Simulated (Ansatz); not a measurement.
Runs of Ansatz 0.2.0 on CdNiSe3. The structure is cubic, space group Pm-3m (No. 221). Conventional cell: a = 4.767 Å, b = 4.767 Å, c = 4.767 Å, α = 90.00°, β = 90.00°, γ = 90.00°. Cd (site symmetry m-3m) has 12 Se at 3.37 Å as nearest neighbours. Ni (site symmetry m-3m) is surrounded by 6 Se at 2.38 Å. Around Se (site symmetry 4/mmm) lie 2 Ni at 2.38 Å. The cell was built by a generator and needn't be a form met in nature.

| level | gap on the mesh (eV) | pressure (GPa) | moment (μB) | relaxed volume (Å³/atom) |
| --- | --- | --- | --- | --- |
| revPBE | none | 0.0 | 0.00 | 22.23 |
| PBEsol | none | 0.0 | 0.00 | 20.46 |
| LDA | none | 0.0 | 0.00 | 19.85 |
| RPBE | none | 0.0 | 0.00 | (a) |

Alike in all rows: task relaxation of cell and atoms; potentials or basis Ansatz PAW; spin collinear, ferromagnetic start; cell relaxed; k mesh 5 × 5 × 5; cutoff (eV) 420; smearing fermi-dirac 0.05 eV.

**Question.** Estimate the missing entries.

**Answer.** (a) 22.45.

Caveats: the plane-wave basis is chosen anew once the cell has moved, so the energies of steps on either side of that aren't comparable; the PAW data sets come from PBE, with cores solved anew for the run's functional, which leaves a small shift of forces and pressure; the potentials were made for another functional, which shifts forces and pressure (some runs).

A k mesh can miss the band edges, and the runs leave out spin-orbit coupling on Cd, Se.

A gap of «none» marks a metal or a gap under the smearing width.

Not every run made on this cell is shown here.
